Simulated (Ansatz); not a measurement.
# C6H15NSi: one species, many methods

The task here is to estimate one member of a computed series from the others.

Program: Ansatz 0.2.0, Gaussian basis. Level of theory: functionals in def2-TZVPP, the program's frozen cores in correlated methods. These are calculated values, not measurements.

The runs, in order: LDA (SPW92), PBE-D4, revPBE-D4, BLYP-D4, r2SCAN-D4, B97M-V, PBE0-D4, B3LYP-D4, r2SCANh-D4, r2SCAN0-D4, HSE06-D4, BHLYP-D4, CAM-B3LYP-D4, LC-ωPBE, ωB97X-V, ωB97M-V, B2PLYP, PBE-QIDH; CCSD(T)/def2-SVP; CCSD(T)/def2-TZVPP; MP2/def2-QZVPP; extrapolation to the limit; RPA on PBE.

### Structure used throughout

An earlier PBE0-D4 in a triple-zeta def2 set relaxation fixed the geometry.

SMILES `C=CCN([SiH3])C(C)C`, 23 atoms, charge 0, spin multiplicity 1.

Atoms are counted from 1 here; the program's logs count them from 0.

Bond lengths: C1–C2 1.325 Å, C1–H9 1.084 Å, C1–H10 1.086 Å, C2–C3 1.497 Å, C2–H11 1.088 Å, C3–N4 1.456 Å, C3–H12 1.095 Å, C3–H13 1.098 Å, N4–Si5 1.718 Å, N4–C6 1.459 Å, Si5–H14 1.485 Å, Si5–H15 1.487 Å, Si5–H16 1.497 Å, C6–C7 1.525 Å, C6–C8 1.523 Å, C6–H17 1.097 Å, C7–H18 1.093 Å, C7–H19 1.094 Å and more. Angles: C2–C1–H9 121.8°, C2–C1–H10 121.2°, H9–C1–H10 117.0°, C1–C2–C3 124.3°, C1–C2–H11 120.0°, C3–C2–H11 115.7°, C2–C3–N4 112.6°, C2–C3–H12 109.3°, C2–C3–H13 109.0°, N4–C3–H12 109.0°, N4–C3–H13 111.3°, H12–C3–H13 105.3°, C3–N4–Si5 119.6°, C3–N4–C6 118.0°, Si5–N4–C6 120.6°, N4–Si5–H14 109.0°, N4–Si5–H15 108.3°, N4–Si5–H16 114.2° and more.

Coordinates:

```xyz
23
C6H15NSi
C     0.9666   -2.6613   -1.7404
C     1.0604   -1.5877   -0.9701
C     0.1503   -0.4029   -1.0599
N    -0.5085   -0.1055    0.2041
Si   -1.9604   -0.9254    0.6178
C    -0.1121    1.1061    0.9137
C    -0.4875    2.3805    0.1641
C     1.3652    1.0931    1.2823
H     1.6464   -3.4992   -1.6384
H     0.1991   -2.7398   -2.5050
H     1.8242   -1.5377   -0.1975
H     0.7266    0.4735   -1.3759
H    -0.5809   -0.5738   -1.8607
H    -1.8744   -2.3295    0.1406
H    -2.1203   -0.8748    2.0957
H    -3.1949   -0.3312    0.0144
H    -0.6791    1.0999    1.8524
H    -0.2448    3.2651    0.7583
H     0.0561    2.4629   -0.7812
H    -1.5564    2.3987   -0.0584
H     1.6090    0.2038    1.8665
H     1.6208    1.9765    1.8722
H     1.9993    1.1019    0.3912
```

Set-up of the first run:

in.yaml reads:

```yaml
crystal:
  periodic: [false, false, false]
  atoms:
    - {symbol: C, position_ang: [0.966648, -2.661324, -1.740448]}
    - {symbol: C, position_ang: [1.060383, -1.587692, -0.970073]}
    - {symbol: C, position_ang: [0.150318, -0.402906, -1.059945]}
    - {symbol: N, position_ang: [-0.508550, -0.105462, 0.204055]}
    - {symbol: Si, position_ang: [-1.960397, -0.925399, 0.617774]}
    - {symbol: C, position_ang: [-0.112065, 1.106126, 0.913657]}
    - {symbol: C, position_ang: [-0.487475, 2.380484, 0.164071]}
    - {symbol: C, position_ang: [1.365240, 1.093075, 1.282313]}
    - {symbol: H, position_ang: [1.646381, -3.499166, -1.638443]}
    - {symbol: H, position_ang: [0.199115, -2.739842, -2.504953]}
    - {symbol: H, position_ang: [1.824231, -1.537724, -0.197462]}
    - {symbol: H, position_ang: [0.726577, 0.473492, -1.375888]}
    - {symbol: H, position_ang: [-0.580869, -0.573756, -1.860723]}
    - {symbol: H, position_ang: [-1.874386, -2.329525, 0.140579]}
    - {symbol: H, position_ang: [-2.120277, -0.874791, 2.095651]}
    - {symbol: H, position_ang: [-3.194870, -0.331194, 0.014433]}
    - {symbol: H, position_ang: [-0.679097, 1.099868, 1.852375]}
    - {symbol: H, position_ang: [-0.244792, 3.265054, 0.758277]}
    - {symbol: H, position_ang: [0.056118, 2.462938, -0.781206]}
    - {symbol: H, position_ang: [-1.556447, 2.398671, -0.058443]}
    - {symbol: H, position_ang: [1.609030, 0.203804, 1.866503]}
    - {symbol: H, position_ang: [1.620828, 1.976450, 1.872190]}
    - {symbol: H, position_ang: [1.999255, 1.101920, 0.391207]}
basis:
  gaussian: {orbitals: def2-TZVPP}
hamiltonian: {xc: lda}
output: {orbitals: {seedname: orbitals}}
```

Run with:

```console
ansatz run in.yaml --threads 4 --pin off --events-out ev --progress --plain --max-ram 66560MiB --backend cuda --devices 0, --max-vram 37GiB
```

Among the steps run: LDA; PBE-D4 (GGA); revPBE-D4 (GGA); BLYP-D4 (GGA); r2SCAN-D4 (meta-GGA); B97M-V (meta-GGA); B3LYP-D4 (hybrid); r2SCANh-D4 (hybrid); r2SCAN0-D4 (hybrid); HSE06-D4 (hybrid); BHLYP-D4 (hybrid); CAM-B3LYP-D4 (range-separated); LC-ωPBE (range-separated); ωB97X-V (range-separated); ωB97M-V (range-separated); B2PLYP (double hybrid); PBE-QIDH (double hybrid).

One of the session's tables, all rows but one given; the rest of the session is left out.

It belongs to the step «Orbital energies across the functionals». 

```
  functional  HOMO (eV)  gap (eV)
 LDA (SPW92)      -5.20      4.13
      PBE-D4      -5.07      4.25
   revPBE-D4      -5.01      4.30
     BLYP-D4      -4.94      4.28
   r2SCAN-D4      -5.30      4.73
      B97M-V      -5.50      4.94
     PBE0-D4      -6.34      6.56
    B3LYP-D4      -6.13      6.12
  r2SCANh-D4          ?         ?
  r2SCAN0-D4      -6.51      6.87
    HSE06-D4      -5.95      5.78
    BHLYP-D4      -7.57      8.87
CAM-B3LYP-D4      -7.70      9.04
     LC-ωPBE      -9.02     11.55
     ωB97X-V      -8.70     11.10
     ωB97M-V      -8.64     10.79
```

Q: Estimate the row for r2SCANh-D4 from the others.

Worked estimate for «HOMO (eV)». Against the share of exact exchange, r2SCAN-D4 (0, -5.30), r2SCAN0-D4 (0.25, -6.51) give a slope of -4.84 per unit share; at 0.1 the line stands at -5.78.

The run gave: HOMO (eV): -5.78; gap (eV): 5.59. In «HOMO (eV)» the line misses by 0.00.
